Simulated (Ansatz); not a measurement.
# Ca7NiS8: the cost of one run

Computed with Ansatz 0.2.0 (DFT PBEsol+U, PAW, plane waves, scalar-relativistic; U − J = 6.2 eV on Ni d, unless a step's input says otherwise).

### Step 1. The starting structure

The structure is triclinic, space group P1 (No. 1). Conventional cell: a = 5.686 Å, b = 5.686 Å, c = 11.372 Å, α = 90.00°, β = 90.00°, γ = 90.00°. Ca (site symmetry 1) is surrounded by 6 S at 2.82 to 2.93 Å. Ca (site symmetry 1) has 6 S at 2.78 to 2.90 Å as nearest neighbours. Around S (site symmetry 1) lie 5 Ca at 2.78 to 2.91 Å and 1 Ni at 2.95 Å. S (site symmetry 1) is surrounded by 1 Ni at 2.71 Å and 5 Ca at 2.81 to 2.92 Å. Around Ca (site symmetry 1) lie 6 S at 2.80 to 2.90 Å. Around Ca (site symmetry 1) lie 6 S at 2.78 to 2.91 Å. S (site symmetry 1) is surrounded by 6 Ca at 2.79 to 2.88 Å. S (site symmetry 1) has 4 Ca at 2.78 to 2.91 Å and 2 Ni at 2.83 to 2.86 Å as nearest neighbours. Only part of the 16 independent sites is listed.

Coordinates:

```xyz
16
Lattice="5.6860 0.0000 0.0000 0.0000 11.3720 0.0000 0.0000 0.0000 5.6860" Properties=species:S:1:pos:R:3 pbc="T T T"
Ca    0.0301   11.3577    0.0188
Ca    0.0112    5.6997    5.6367
S     2.8500    0.0521    5.6772
S     2.8265    5.7701    5.6474
Ca    5.6478    2.8802    2.8482
Ca    0.0030    8.5319    2.8318
S     2.8450    2.8501    2.8577
S     2.7830    8.5234    2.8783
Ca    2.8743    0.0087    2.9002
Ca    2.8853    5.6364    2.8373
S     5.6832   11.3573    2.8740
S     5.6022    5.7157    2.8526
Ca    2.9355    2.8550    5.6735
Ni    2.8871    8.4748    0.0180
S     0.0748    2.9171    5.6611
S     5.6528    8.5365    0.0398
```

Atoms are counted from 1 in the order of input.yaml (S16 and so on).

Known so far: 5 plain starts ended in 5 states. The lowest came from “moments + scaled by 0.65, plain SCF [Ni14 1.30 μB]”: ferromagnetic, site moments Ni14 1.75 μB, total 2.00 μB per cell, a gap of 0.79 eV on the k-mesh, free energy -25467.4780 eV.

Runs to come: usual moment, default search for lower states; whole orbital fillings typed, symmetry off, plain SCF; the moments typed in its input, standard search for lower states.

“Plain SCF” means no search for lower states. The default search runs further SCF cycles only where the state itself hints at a lower one. The standard and full searches may also try other magnetic orders and fillings, and need not reach the lowest state. With a search on, the program may also reshape the start on open shells. 

Moments by site are taken inside atomic spheres; the rest lies between them.

### Step 2. Usual moment, default search for lower states

Input file input.yaml:

```yaml
crystal:
  lattice:
    - [5.686, 0.0, 0.0]
    - [0.0, 11.372, 0.0]
    - [0.0, 0.0, 5.686]
  atoms:
    - { symbol: Ca, position: [0.00529672, 0.99873858, 0.00330193] }
    - { symbol: Ca, position: [0.00197838, 0.50120164, 0.99132963] }
    - { symbol: S, position: [0.50123724, 0.00458365, 0.99844673] }
    - { symbol: S, position: [0.49709535, 0.50739702, 0.99321897] }
    - { symbol: Ca, position: [0.99327873, 0.25327012, 0.50092147] }
    - { symbol: Ca, position: [0.00052326, 0.75025307, 0.49802245] }
    - { symbol: S, position: [0.50034998, 0.25062773, 0.50258157] }
    - { symbol: S, position: [0.48944639, 0.7495108, 0.50620253] }
    - { symbol: Ca, position: [0.50549939, 0.00076443, 0.51005285] }
    - { symbol: Ca, position: [0.50743351, 0.49564093, 0.49900107] }
    - { symbol: S, position: [0.99950148, 0.99870731, 0.50544571] }
    - { symbol: S, position: [0.98526047, 0.50260856, 0.50168054] }
    - { symbol: Ca, position: [0.51626585, 0.25105914, 0.99779856] }
    - { symbol: Ni, position: [0.50776024, 0.74523016, 0.00316233], spin: 2.0 }
    - { symbol: S, position: [0.01315501, 0.25651755, 0.99562075] }
    - { symbol: S, position: [0.99415268, 0.75066262, 0.00699486] }
magnetization:
  spin_polarized: true
hamiltonian:
  xc: pbesol
  pseudopotentials: { kind: paw }
  hubbard: { sites: [{ species: Ni, l: d, u_eff: 6.2 }] }
basis:
  ecutwfc: 420
kpoints:
  mp_grid: { grid: [2, 1, 2] }
scf:
  occupations: { method: gaussian, width: 0.01 }
output:
  forces: true
  stress: true
  write_density: true
  write_potential: true
  elf: true
  volumetric_format: npy
```

Run with:

```bash
ansatz run input.yaml --threads 4 --pin off --max-ram 9216MiB --backend cpu --events-out ev --progress --plain --runs-dir out
```

**Question.** How long does this run take on 4 threads of AMD EPYC 7R43 (Zen 3), shared host, and how much memory does it need?

About 3.8 min, with a peak of 1.4 GiB.
